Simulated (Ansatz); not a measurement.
# CH₇BN₂O: one species, many methods

How much do the methods differ for CH₇BN₂O? The plan is to run it at one geometry with functionals of several rungs and with coupled cluster. The yardstick is the atomisation energy at the CCSD(T) limit.

Program: Ansatz 0.2.0, Gaussian basis. Level of theory: functionals in def2-TZVPP, the program's frozen cores in correlated methods. These are calculated values, not measurements.

The runs, in order: PBE-D4, r2SCAN-D4, PBE0-D4, B3LYP-D4, ωB97X-V, ωB97M-V, B2PLYP; CCSD(T)/def2-TZVPP; MP2/def2-QZVPP; extrapolation to the limit.

### Step 1. The relaxed structure

All runs share one geometry, relaxed beforehand with PBE0-D4 in a triple-zeta def2 set.

SMILES `NCB(N)O`, 12 atoms, charge 0, spin multiplicity 1.

Atoms are counted from 1 here; the program's logs count them from 0.

Bond lengths: N1–C2 1.468 Å, N1–H6 1.012 Å, N1–H7 1.011 Å, C2–B3 1.591 Å, C2–H8 1.097 Å, C2–H9 1.100 Å, B3–N4 1.404 Å, B3–O5 1.366 Å, N4–H10 1.003 Å, N4–H11 1.005 Å, O5–H12 0.970 Å. Angles: C2–N1–H6 110.5°, C2–N1–H7 111.8°, H6–N1–H7 106.8°, N1–C2–B3 109.2°, N1–C2–H8 107.6°, N1–C2–H9 113.9°, B3–C2–H8 107.0°, B3–C2–H9 113.0°, H8–C2–H9 105.7°, C2–B3–N4 122.9°, C2–B3–O5 117.3°, N4–B3–O5 119.8°, B3–N4–H10 123.3°, B3–N4–H11 122.2°, H10–N4–H11 114.5°, B3–O5–H12 106.8°.

### Step 2. PBE-D4 (GGA)

Input file in.yaml:

```yaml
crystal:
  periodic: [false, false, false]
  atoms:
    - {symbol: N, position_ang: [-1.305375, 0.894447, 0.793098]}
    - {symbol: C, position_ang: [-0.611387, -0.356377, 0.462754]}
    - {symbol: B, position_ang: [0.585496, -0.043295, -0.538130]}
    - {symbol: N, position_ang: [1.640387, -0.940097, -0.768113]}
    - {symbol: O, position_ang: [0.549092, 1.147516, -1.207251]}
    - {symbol: H, position_ang: [-0.786634, 1.413726, 1.490494]}
    - {symbol: H, position_ang: [-2.224450, 0.723909, 1.178906]}
    - {symbol: H, position_ang: [-1.319698, -0.997229, -0.076228]}
    - {symbol: H, position_ang: [-0.295810, -0.936203, 1.342318]}
    - {symbol: H, position_ang: [1.727629, -1.820641, -0.296401]}
    - {symbol: H, position_ang: [2.365987, -0.753065, -1.437711]}
    - {symbol: H, position_ang: [-0.248237, 1.612210, -0.909837]}
basis:
  gaussian: {orbitals: def2-TZVPP}
hamiltonian: {xc: pbe, dispersion: d4}
output: {forces: true, orbitals: {seedname: orbitals}}
```

Started as:

```bash
> ansatz run in.yaml --threads 4 --pin off --events-out ev --progress --plain --max-ram 10444MiB
```

After this run come: r2SCAN-D4 (meta-GGA); PBE0-D4 (hybrid); B3LYP-D4 (hybrid); ωB97X-V (range-separated); ωB97M-V (range-separated); B2PLYP (double hybrid); CCSD(T) in def2-TZVPP; MP2 in def2-QZVPP.

Q: Predict the results of all the runs planned. Wanted: atomisation energy, CCSD(T)/CBS; farthest; mean size of error, hybrid; mean size of error, range-separated; gap, smallest and largest; T1 diagnostic; triples share of the correlation energy.

**Answer**, as computed:

| quantity | value |
| --- | --- |
| atomisation energy, CCSD(T)/CBS | 4669.9 kJ/mol |
| functionals within 23.3 kJ/mol (0.5 %) | r2SCAN-D4, PBE0-D4, ωB97X-V |
| farthest | PBE-D4 (+125.1 kJ/mol) |
| mean size of error, hybrid | 23.8 kJ/mol |
| mean size of error, range-separated | 26.8 kJ/mol |
| gap, smallest and largest | 5.59 eV (PBE-D4), 12.17 eV (ωB97X-V) |
| T1 diagnostic | 0.0110 |
| triples share of the correlation energy | 3.7 % |

In words: PBE-D4 misses by +125.1 kJ/mol. Double hybrids carry the basis error of their MP2 part in triple zeta, and no dispersion term here, so their miss is partly the set-up's. Misses under about 23.3 kJ/mol are within the doubt on the reference itself, which lacks core-valence correlation, relativity and higher excitations. Hartree-Fock recovers 71 % of the binding; the rest is correlation. The gap grows from 5.6 to 12.2 eV across the functionals, mostly with the share of exact exchange.
